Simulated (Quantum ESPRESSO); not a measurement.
# Cu (Fm-3m) in Quantum ESPRESSO: settings compared, part 2 of 3

Quantum ESPRESSO 7.5.

### 3 Band structure, PBE+U

Input file pw.in:

```
&CONTROL
  calculation = 'scf'
  prefix = 'pwscf'
  outdir = './tmp'
  pseudo_dir = './pseudo'
  tprnfor = .true.
  tstress = .true.
  disk_io = 'low'
/
&SYSTEM
  ibrav = 0
  nat = 1
  ntyp = 1
  ecutwfc = 55
  ecutrho = 440
  nbnd = 14
  occupations = 'smearing'
  smearing = 'fd'
  degauss = 0.00367493
/
&ELECTRONS
  conv_thr = 2d-10
  electron_maxstep = 120
  mixing_beta = 0.3
/
ATOMIC_SPECIES
Cu    63.5460 Cu.paw.z_11.ld1.psl.v1.0.0-low.upf
CELL_PARAMETERS angstrom
   0.0000000000    1.8074500000    1.8074500000
   1.8074500000    0.0000000000    1.8074500000
   1.8074500000    1.8074500000    0.0000000000
ATOMIC_POSITIONS crystal
Cu     0.0000000000    0.0000000000    0.0000000000
K_POINTS automatic
16 16 16 0 0 0
HUBBARD {ortho-atomic}
U Cu-3d 2.0
```

Input file bands.in:

```
&CONTROL
  calculation = 'bands'
  prefix = 'pwscf'
  outdir = './tmp'
  pseudo_dir = './pseudo'
  disk_io = 'low'
  verbosity = 'high'
/
&SYSTEM
  ibrav = 0
  nat = 1
  ntyp = 1
  ecutwfc = 55
  ecutrho = 440
  nbnd = 14
  occupations = 'smearing'
  smearing = 'fd'
  degauss = 0.00367493
/
&ELECTRONS
  conv_thr = 1d-08
  electron_maxstep = 120
  mixing_beta = 0.3
  diago_full_acc = .true.
/
ATOMIC_SPECIES
Cu    63.5460 Cu.paw.z_11.ld1.psl.v1.0.0-low.upf
CELL_PARAMETERS angstrom
   0.0000000000    1.8074500000    1.8074500000
   1.8074500000    0.0000000000    1.8074500000
   1.8074500000    1.8074500000    0.0000000000
ATOMIC_POSITIONS crystal
Cu     0.0000000000    0.0000000000    0.0000000000
K_POINTS crystal
60
 0.0000000000  0.0000000000  0.0000000000 1
 0.0625000000  0.0000000000  0.0625000000 1
 0.1250000000  0.0000000000  0.1250000000 1
 0.1875000000  0.0000000000  0.1875000000 1
 0.2500000000  0.0000000000  0.2500000000 1
 0.3125000000  0.0000000000  0.3125000000 1
 0.3750000000  0.0000000000  0.3750000000 1
 0.4375000000  0.0000000000  0.4375000000 1
 0.5000000000  0.0000000000  0.5000000000 1
 0.5000000000  0.0625000000  0.5625000000 1
 0.5000000000  0.1250000000  0.6250000000 1
 0.5000000000  0.1875000000  0.6875000000 1
 0.5000000000  0.2500000000  0.7500000000 1
 0.4375000000  0.3125000000  0.7500000000 1
 0.3750000000  0.3750000000  0.7500000000 1
 0.3375000000  0.3375000000  0.6750000000 1
 0.3000000000  0.3000000000  0.6000000000 1
 0.2625000000  0.2625000000  0.5250000000 1
 0.2250000000  0.2250000000  0.4500000000 1
 0.1875000000  0.1875000000  0.3750000000 1
 0.1500000000  0.1500000000  0.3000000000 1
 0.1125000000  0.1125000000  0.2250000000 1
 0.0750000000  0.0750000000  0.1500000000 1
 0.0375000000  0.0375000000  0.0750000000 1
 0.0000000000  0.0000000000  0.0000000000 1
 0.0625000000  0.0625000000  0.0625000000 1
 0.1250000000  0.1250000000  0.1250000000 1
 0.1875000000  0.1875000000  0.1875000000 1
 0.2500000000  0.2500000000  0.2500000000 1
 0.3125000000  0.3125000000  0.3125000000 1
 0.3750000000  0.3750000000  0.3750000000 1
 0.4375000000  0.4375000000  0.4375000000 1
 0.5000000000  0.5000000000  0.5000000000 1
 0.5250000000  0.4500000000  0.5250000000 1
 0.5500000000  0.4000000000  0.5500000000 1
 0.5750000000  0.3500000000  0.5750000000 1
 0.6000000000  0.3000000000  0.6000000000 1
 0.6250000000  0.2500000000  0.6250000000 1
 0.5833333333  0.2500000000  0.6666666667 1
 0.5416666667  0.2500000000  0.7083333333 1
 0.5000000000  0.2500000000  0.7500000000 1
 0.5000000000  0.2857142857  0.7142857143 1
 0.5000000000  0.3214285714  0.6785714286 1
 0.5000000000  0.3571428571  0.6428571429 1
 0.5000000000  0.3928571429  0.6071428571 1
 0.5000000000  0.4285714286  0.5714285714 1
 0.5000000000  0.4642857143  0.5357142857 1
 0.5000000000  0.5000000000  0.5000000000 1
 0.4821428571  0.4821428571  0.5357142857 1
 0.4642857143  0.4642857143  0.5714285714 1
 0.4464285714  0.4464285714  0.6071428571 1
 0.4285714286  0.4285714286  0.6428571429 1
 0.4107142857  0.4107142857  0.6785714286 1
 0.3928571429  0.3928571429  0.7142857143 1
 0.3750000000  0.3750000000  0.7500000000 1
 0.6250000000  0.2500000000  0.6250000000 1
 0.5937500000  0.1875000000  0.5937500000 1
 0.5625000000  0.1250000000  0.5625000000 1
 0.5312500000  0.0625000000  0.5312500000 1
 0.5000000000  0.0000000000  0.5000000000 1
HUBBARD {ortho-atomic}
U Cu-3d 2.0
```

Potentials or basis: SSSP 1.3 efficiency PBE.

Started as:

```sh
OMP_NUM_THREADS=1 pw.x -in pw.in > pw.out
OMP_NUM_THREADS=1 pw.x -in bands.in > bands.out
```

pw.out:

```text
This program is part of the open-source Quantum ESPRESSO suite
     for quantum simulation of materials; please cite
         "P. Giannozzi et al., J. Phys.:Condens. Matter 21 395502 (2009);
         "P. Giannozzi et al., J. Phys.:Condens. Matter 29 465901 (2017);
         "P. Giannozzi et al., J. Chem. Phys. 152 154105 (2020);
     in publications or presentations arising from this work. More details at

     file Cu.paw.z_11.ld1.psl.v1.0.0-low.upf: wavefunction(s)  4S 3D renormalized
     Message from routine setup:
     using ibrav=0 with symmetry is DISCOURAGED, use correct ibrav instead

     G-vector sticks info
     --------------------
     sticks:   dense  smooth     PW     G-vecs:    dense   smooth      PW
     Sum         703     361    121                12387     4477     893

     Using Slab Decomposition

     bravais-lattice index     =            0
     lattice parameter (alat)  =       4.8304  a.u.
     unit-cell volume          =      79.6940 (a.u.)^3
     number of atoms/cell      =            1
     number of atomic types    =            1
     number of electrons       =        11.00
     number of Kohn-Sham states=           14
     kinetic-energy cutoff     =      55.0000  Ry
     charge density cutoff     =     440.0000  Ry
     scf convergence threshold =      2.0E-10
     mixing beta               =       0.3000
     number of iterations used =            8  plain     mixing
     Exchange-correlation= SLA  PW   PBX  PBC
                           (   1   4   3   4   0   0   0)
     Hubbard projectors: ortho-atomic
     Hubbard parameters of DFT+U (Dudarev formulation) in eV:
     U(Cu-3d) =  2.0000

     Internal variables: lda_plus_u =T, lda_plus_u_kind = 0

     Internal variables: orbital_resolved =F, hub_pot_fix =F, apply_U = F

     celldm(1)=   4.830367  celldm(2)=   0.000000  celldm(3)=   0.000000
     celldm(4)=   0.000000  celldm(5)=   0.000000  celldm(6)=   0.000000

     crystal axes: (cart. coord. in units of alat)
               a(1) = (   0.000000   0.707107   0.707107 )
               a(2) = (   0.707107   0.000000   0.707107 )
               a(3) = (   0.707107   0.707107   0.000000 )

     reciprocal axes: (cart. coord. in units 2 pi/alat)
               b(1) = ( -0.707107  0.707107  0.707107 )
               b(2) = (  0.707107 -0.707107  0.707107 )
               b(3) = (  0.707107  0.707107 -0.707107 )

     PseudoPot. # 1 for Cu read from file:
     Cu.paw.z_11.ld1.psl.v1.0.0-low.upf
     Pseudo is Projector augmented-wave + core cor, Zval = 11.0
     Generated using &quot;atomic&quot; code by A. Dal Corso  v.6.3MaX
     Shape of augmentation charge: PSQ
     Using radial grid of 1199 points,  6 beta functions with:
                l(1) =   0
                l(2) =   0
                l(3) =   1
                l(4) =   1
                l(5) =   2
                l(6) =   2
     Q(r) pseudized with 0 coefficients

     atomic species   valence    mass     pseudopotential
     Cu               11.00    63.54600     Cu( 1.00)

     48 Sym. Ops., with inversion, found

   Cartesian axes

     site n.     atom                  positions (alat units)
         1        Cu     tau(   1) = (   0.0000000   0.0000000   0.0000000  )

     number of k points=   145  Fermi-Dirac smearing, width (Ry)=  0.0037

     Number of k-points >= 100: set verbosity='high' to print them.

     Dense  grid:    12387 G-vectors     FFT dimensions: (  36,  36,  36)

     Smooth grid:     4477 G-vectors     FFT dimensions: (  24,  24,  24)

     Initial potential from superposition of free atoms

     starting charge      10.9998, renormalised to      11.0000

     STARTING HUBBARD OCCUPATIONS:

     =================== HUBBARD OCCUPATIONS ===================
     ------------------------ ATOM    1 ------------------------
     Tr[ns(  1)] =   9.50000
     eigenvalues:
       0.950  0.950  0.950  0.950  0.950
     eigenvectors (columns):
       1.000  0.000  0.000  0.000  0.000
       0.000  1.000  0.000  0.000  0.000
       0.000  0.000  1.000  0.000  0.000
       0.000  0.000  0.000  1.000  0.000
       0.000  0.000  0.000  0.000  1.000
     occupation matrix ns (before diag.):
       0.950  0.000  0.000  0.000  0.000
       0.000  0.950  0.000  0.000  0.000
       0.000  0.000  0.950  0.000  0.000
       0.000  0.000  0.000  0.950  0.000
       0.000  0.000  0.000  0.000  0.950

     Number of occupied Hubbard levels =    9.5000

     Atomic wfc used for Hubbard projectors are orthogonalized

     Starting wfcs are    9 randomized atomic wfcs +    5 random wfcs

     Self-consistent Calculation

     iteration #  1     ecut=    55.00 Ry     beta= 0.30
     Davidson diagonalization with overlap
     ethr =  1.00E-02,  avg # of iterations =  5.9

     =================== HUBBARD OCCUPATIONS ===================
     ------------------------ ATOM    1 ------------------------
     Tr[ns(  1)] =   9.58975
     eigenvalues:
       0.953  0.953  0.953  0.969  0.969
     eigenvectors (columns):
      -0.000 -0.000 -0.000  0.669 -0.743
      -0.338  0.594 -0.730 -0.000 -0.000
      -0.414  0.603  0.682 -0.000 -0.000
       0.000  0.000  0.000 -0.743 -0.669
       0.845  0.533  0.042  0.000  0.000
     occupation matrix ns (before diag.):
       0.969 -0.000 -0.000  0.000  0.000
      -0.000  0.953 -0.000  0.000  0.000
      -0.000 -0.000  0.953  0.000  0.000
       0.000  0.000  0.000  0.969 -0.000
       0.000  0.000  0.000 -0.000  0.953

     Number of occupied Hubbard levels =    9.5898

     Threshold (ethr) on eigenvalues was too large:
     Diagonalizing with lowered threshold

     Davidson diagonalization with overlap
     ethr =  2.53E-04,  avg # of iterations =  1.7

     total energy              =    -213.06488658 Ry
     estimated scf accuracy    <       0.02759158 Ry

     iteration #  2     ecut=    55.00 Ry     beta= 0.30
     Davidson diagonalization with overlap
     ethr =  2.51E-04,  avg # of iterations =  1.3

     total energy              =    -213.07111809 Ry
     estimated scf accuracy    <       0.00236081 Ry

     iteration #  3     ecut=    55.00 Ry     beta= 0.30
     Davidson diagonalization with overlap
     ethr =  2.15E-05,  avg # of iterations =  2.3

     total energy              =    -213.07145066 Ry
     estimated scf accuracy    <       0.00026911 Ry

     iteration #  4     ecut=    55.00 Ry     beta= 0.30
     Davidson diagonalization with overlap
     ethr =  2.45E-06,  avg # of iterations =  2.3

     total energy              =    -213.07145479 Ry
     estimated scf accuracy    <       0.00000815 Ry

     iteration #  5     ecut=    55.00 Ry     beta= 0.30
     Davidson diagonalization with overlap
     ethr =  7.41E-08,  avg # of iterations =  1.7

     total energy              =    -213.07145661 Ry
     estimated scf accuracy    <       0.00000114 Ry

     iteration #  6     ecut=    55.00 Ry     beta= 0.30
     Davidson diagonalization with overlap
     ethr =  1.04E-08,  avg # of iterations =  1.2

     total energy              =    -213.07145675 Ry
     estimated scf accuracy    <          8.7E-09 Ry

     iteration #  7     ecut=    55.00 Ry     beta= 0.30
     Davidson diagonalization with overlap
     ethr =  7.87E-11,  avg # of iterations =  2.6

     total energy              =    -213.07145676 Ry
     estimated scf accuracy    <          3.1E-09 Ry

     iteration #  8     ecut=    55.00 Ry     beta= 0.30
     Davidson diagonalization with overlap
     ethr =  2.79E-11,  avg # of iterations =  1.1

     total energy              =    -213.07145676 Ry
     estimated scf accuracy    <          2.9E-10 Ry

     iteration #  9     ecut=    55.00 Ry     beta= 0.30
     Davidson diagonalization with overlap
     ethr =  2.67E-12,  avg # of iterations =  1.6

     End of self-consistent calculation

     =================== HUBBARD OCCUPATIONS ===================
     ------------------------ ATOM    1 ------------------------
     Tr[ns(  1)] =   9.66662
     eigenvalues:
       0.961  0.961  0.961  0.974  0.974
     eigenvectors (columns):
      -0.000 -0.000 -0.000 -0.653  0.757
      -0.343  0.573 -0.744  0.000  0.000
      -0.421  0.615  0.667  0.000  0.000
       0.000  0.000  0.000  0.757  0.653
       0.840  0.543  0.030 -0.000  0.000
     occupation matrix ns (before diag.):
       0.974 -0.000 -0.000  0.000  0.000
      -0.000  0.961 -0.000  0.000  0.000
      -0.000 -0.000  0.961  0.000  0.000
       0.000  0.000  0.000  0.974 -0.000
       0.000  0.000  0.000 -0.000  0.961

     Number of occupied Hubbard levels =    9.6666

     Number of k-points >= 100: set verbosity='high' to print the bands.

     the Fermi energy is    12.4279 ev

!    total energy              =    -213.07145676 Ry
     total all-electron energy =     -3309.951223 Ry
     estimated scf accuracy    <          1.5E-12 Ry
     smearing contrib. (-TS)   =      -0.00017093 Ry
     internal energy E=F+TS    =    -213.07128583 Ry

     The total energy is F=E-TS. E is the sum of the following terms:
     one-electron contribution =     -28.19722045 Ry
     hartree contribution      =      30.82414141 Ry
     xc contribution           =     -44.67309691 Ry
     ewald contribution        =     -81.21130529 Ry
     Hubbard energy            =       0.02365599 Ry
     one-center paw contrib.   =     -89.83746058 Ry

     convergence has been achieved in   9 iterations

     Forces acting on atoms (cartesian axes, Ry/au):

     atom    1 type  1   force =     0.00000000    0.00000000    0.00000000

     Total force =     0.000000     Total SCF correction =     0.000000

     Computing stress (Cartesian axis) and pressure

          total   stress  (Ry/bohr**3)                   (kbar)     P=       33.63
   0.00022863  -0.00000000   0.00000000           33.63       -0.00        0.00
   0.00000000   0.00022863   0.00000000            0.00       33.63        0.00
   0.00000000   0.00000000   0.00022863            0.00        0.00       33.63

=------------------------------------------------------------------------------=
   JOB DONE.
=------------------------------------------------------------------------------=
```

It took 15 s on 1 thread of Intel Xeon 6975P-C (Granite Rapids), shared host; peak memory 0.1 GiB.

What came out:

| Property | Result |
| --- | --- |
| Free energy | -2898.9849 eV |
| Pressure | 3.4 GPa |
| Band gap on the k mesh | none (metal or under the smearing width) |

Levels at the corners of the path, in eV from the Fermi level:
```csv
point,band 3,band 4,band 5,band 6,band 7,band 8
Γ,-3.40,-3.40,-2.58,-2.58,23.15,25.58
X,-2.01,-1.82,-1.82,1.72,7.41,13.36
W,-3.89,-2.62,-1.81,6.45,6.45,8.59
K,-3.07,-2.44,-2.02,4.54,5.98,8.12
Γ,-3.40,-3.40,-2.58,-2.58,23.15,25.58
L,-3.45,-1.97,-1.97,-0.79,3.99,21.54
U,-3.07,-2.44,-2.02,4.54,5.98,8.12
W,-3.89,-2.62,-1.81,6.45,6.45,8.59
L,-3.45,-1.97,-1.97,-0.79,3.99,21.54
K,-3.07,-2.44,-2.02,4.54,5.98,8.12
U,-3.07,-2.44,-2.02,4.54,5.98,8.12
X,-2.01,-1.82,-1.82,1.72,7.41,13.36
```

Eigenvalues of the final occupation matrices:
```csv
site,spin,trace,eigenvalues
Cu 1 3d,each,4.83,0.96 0.96 0.96 0.97 0.97
```

Caveat: U without spin polarisation on a metal has little footing; the U is typed as a test and isn't derived for this compound.

### 4 Band structure, PBE+U

Edit pw.in of step 3 so:

```diff
@@ -36,2 +36,2 @@
 HUBBARD {ortho-atomic}
-U Cu-3d 2.0
+U Cu-3d 4.0
```

Edit bands.in of step 3 so:

```diff
@@ -96,2 +96,2 @@
 HUBBARD {ortho-atomic}
-U Cu-3d 2.0
+U Cu-3d 4.0
```

Potentials or basis: SSSP 1.3 efficiency PBE.

Started as:

```sh
OMP_NUM_THREADS=1 pw.x -in pw.in > pw.out
OMP_NUM_THREADS=1 pw.x -in bands.in > bands.out
```

pw.out:

```text
This program is part of the open-source Quantum ESPRESSO suite
     for quantum simulation of materials; please cite
         "P. Giannozzi et al., J. Phys.:Condens. Matter 21 395502 (2009);
         "P. Giannozzi et al., J. Phys.:Condens. Matter 29 465901 (2017);
         "P. Giannozzi et al., J. Chem. Phys. 152 154105 (2020);
     in publications or presentations arising from this work. More details at

     file Cu.paw.z_11.ld1.psl.v1.0.0-low.upf: wavefunction(s)  4S 3D renormalized
     Message from routine setup:
     using ibrav=0 with symmetry is DISCOURAGED, use correct ibrav instead

     G-vector sticks info
     --------------------
     sticks:   dense  smooth     PW     G-vecs:    dense   smooth      PW
     Sum         703     361    121                12387     4477     893

     Using Slab Decomposition

     bravais-lattice index     =            0
     lattice parameter (alat)  =       4.8304  a.u.
     unit-cell volume          =      79.6940 (a.u.)^3
     number of atoms/cell      =            1
     number of atomic types    =            1
     number of electrons       =        11.00
[... 197 lines left out ...]
       0.000  0.000  0.000 -0.000  0.966

     Number of occupied Hubbard levels =    9.7072

     Number of k-points >= 100: set verbosity='high' to print the bands.

     the Fermi energy is    12.2476 ev

!    total energy              =    -213.04923046 Ry
     total all-electron energy =     -3309.928997 Ry
     estimated scf accuracy    <          6.2E-14 Ry
     smearing contrib. (-TS)   =      -0.00013936 Ry
     internal energy E=F+TS    =    -213.04909111 Ry

     The total energy is F=E-TS. E is the sum of the following terms:
     one-electron contribution =     -28.34295403 Ry
     hartree contribution      =      31.00741154 Ry
     xc contribution           =     -44.71447391 Ry
     ewald contribution        =     -81.21130529 Ry
     Hubbard energy            =       0.04174302 Ry
     one-center paw contrib.   =     -89.82951244 Ry

     convergence has been achieved in   9 iterations

     Forces acting on atoms (cartesian axes, Ry/au):

     atom    1 type  1   force =     0.00000000    0.00000000    0.00000000

     Total force =     0.000000     Total SCF correction =     0.000000

     Computing stress (Cartesian axis) and pressure

          total   stress  (Ry/bohr**3)                   (kbar)     P=       54.43
   0.00037002   0.00000000  -0.00000000           54.43        0.00       -0.00
  -0.00000000   0.00037002  -0.00000000           -0.00       54.43       -0.00
  -0.00000000  -0.00000000   0.00037002           -0.00       -0.00       54.43

=------------------------------------------------------------------------------=
   JOB DONE.
=------------------------------------------------------------------------------=
```

Wall time 16 s (1 thread of Intel Xeon 6975P-C (Granite Rapids), shared host); peak memory 0.1 GiB.

What came out:

| Quantity | Value |
| --- | --- |
| Free energy | -2898.6824 eV |
| Pressure | 5.4 GPa |
| Band gap on the k mesh | none (metal or under the smearing width) |

Levels at the corners of the path, in eV from the Fermi level:
```tsv
point	band 3	band 4	band 5	band 6	band 7	band 8
Γ	-3.90	-3.90	-3.08	-3.08	23.32	25.79
X	-2.50	-2.28	-2.28	1.93	7.65	13.57
W	-4.36	-3.11	-2.28	6.65	6.65	8.80
K	-3.50	-2.94	-2.49	4.70	6.18	8.36
Γ	-3.90	-3.90	-3.08	-3.08	23.32	25.79
L	-3.97	-2.45	-2.45	-0.60	4.16	21.71
U	-3.50	-2.94	-2.49	4.70	6.18	8.36
W	-4.36	-3.11	-2.28	6.65	6.65	8.80
L	-3.97	-2.45	-2.45	-0.60	4.16	21.71
K	-3.50	-2.94	-2.49	4.70	6.18	8.36
U	-3.50	-2.94	-2.49	4.70	6.18	8.36
X	-2.50	-2.28	-2.28	1.93	7.65	13.57
```

Eigenvalues of the final occupation matrices:
| site | spin | trace | eigenvalues |
| --- | --- | --- | --- |
| Cu 1 3d | each | 4.85 | 0.97 0.97 0.97 0.98 0.98 |

Caveat: U without spin polarisation on a metal has little footing; the U is typed as a test and isn't derived for this compound.

(Continued in part 3 of 3.)
